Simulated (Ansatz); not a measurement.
# AlGeH₅: a ladder of functionals and wavefunction methods

The task here is to estimate one member of a computed series from the others.

Method: functionals in def2-TZVPP, the program's frozen cores in correlated methods; program: Ansatz 0.2.0, Gaussian basis.

The runs, in order: LDA (SPW92), PBE-D4, revPBE-D4, BLYP-D4, r2SCAN-D4, B97M-V, PBE0-D4, B3LYP-D4, r2SCANh-D4, r2SCAN0-D4, HSE06-D4, BHLYP-D4, CAM-B3LYP-D4, LC-ωPBE, ωB97X-V, ωB97M-V, B2PLYP, PBE-QIDH; CCSD(T)/def2-SVP; CCSD(T)/def2-TZVPP; CCSD(T)/def2-QZVPP; extrapolation to the limit; RPA on PBE.

## Structure used throughout

The geometry comes from an earlier relaxation with PBE0-D4 in a triple-zeta def2 set; it is a stationary point, not always the lowest conformer.

SMILES `[AlH2][GeH3]`, 7 atoms, charge 0, spin multiplicity 1.

Atoms are counted from 1 here; the program's logs count them from 0.

Bond lengths: Al1–Ge2 2.477 Å, Al1–H3 1.588 Å, Al1–H4 1.588 Å, Ge2–H5 1.541 Å, Ge2–H6 1.544 Å, Ge2–H7 1.541 Å. Angles: Ge2–Al1–H3 120.3°, Ge2–Al1–H4 120.3°, H3–Al1–H4 119.4°, Al1–Ge2–H5 113.2°, Al1–Ge2–H6 110.3°, Al1–Ge2–H7 113.1°, H5–Ge2–H6 106.3°, H5–Ge2–H7 107.2°, H6–Ge2–H7 106.3°.

Set-up of the first run:

File in.yaml:

```yaml
crystal:
  periodic: [false, false, false]
  atoms:
    - {symbol: Al, position_ang: [-0.310022, -1.404222, 0.123795]}
    - {symbol: Ge, position_ang: [0.252854, 0.995624, -0.122784]}
    - {symbol: H, position_ang: [0.625164, -2.362328, 0.977121]}
    - {symbol: H, position_ang: [-1.622518, -1.993341, -0.547749]}
    - {symbol: H, position_ang: [-0.281015, 1.612459, -1.430138]}
    - {symbol: H, position_ang: [-0.371619, 1.813381, 1.028708]}
    - {symbol: H, position_ang: [1.768456, 1.270328, -0.074553]}
basis:
  gaussian: {orbitals: def2-TZVPP}
hamiltonian: {xc: lda}
output: {orbitals: {seedname: orbitals}}
```

Command:

```console
$ ansatz run in.yaml --threads 2 --pin off --events-out ev --progress --plain --max-ram 32768MiB --backend cpu
```

Steps of the session up to this table: LDA; PBE-D4 (GGA); revPBE-D4 (GGA); BLYP-D4 (GGA); r2SCAN-D4 (meta-GGA); B97M-V (meta-GGA); PBE0-D4 (hybrid); B3LYP-D4 (hybrid); r2SCANh-D4 (hybrid); r2SCAN0-D4 (hybrid); HSE06-D4 (hybrid); BHLYP-D4 (hybrid); CAM-B3LYP-D4 (range-separated); LC-ωPBE (range-separated); ωB97X-V (range-separated); ωB97M-V (range-separated); B2PLYP (double hybrid); PBE-QIDH (double hybrid).

One of the session's tables, all rows but one given; the rest of the session is left out.

It belongs to the step «Orbital energies across the functionals». 

```
  functional  HOMO (eV)  LUMO (eV)  gap (eV)
 LDA (SPW92)      -6.62      -3.05      3.58
      PBE-D4      -6.55      -2.84      3.71
   revPBE-D4      -6.51      -2.75      3.77
     BLYP-D4      -6.41      -2.72      3.69
   r2SCAN-D4      -6.81      -2.57      4.24
      B97M-V      -6.90      -2.80      4.11
     PBE0-D4      -7.61      -2.09      5.52
    B3LYP-D4      -7.42      -2.29      5.13
  r2SCANh-D4      -7.19      -2.32      4.88
  r2SCAN0-D4      -7.77      -1.94      5.83
    HSE06-D4      -7.22      -2.46      4.76
    BHLYP-D4          ?          ?         ?
CAM-B3LYP-D4      -8.85      -1.14      7.71
     LC-ωPBE     -10.16      -0.06     10.09
     ωB97X-V      -9.83      -0.18      9.65
     ωB97M-V      -9.61      -0.45      9.16
```

Estimate the missing values for BHLYP-D4.

Worked estimate for «HOMO (eV)». Against the share of exact exchange, BLYP-D4 (0, -6.41), B3LYP-D4 (0.2, -7.42) give a slope of -5.05 per unit share; at 0.5 the line stands at -8.93.

As computed: HOMO (eV): -8.56; LUMO (eV): -1.31; gap (eV): 7.25. In «HOMO (eV)» the line misses by -0.37.
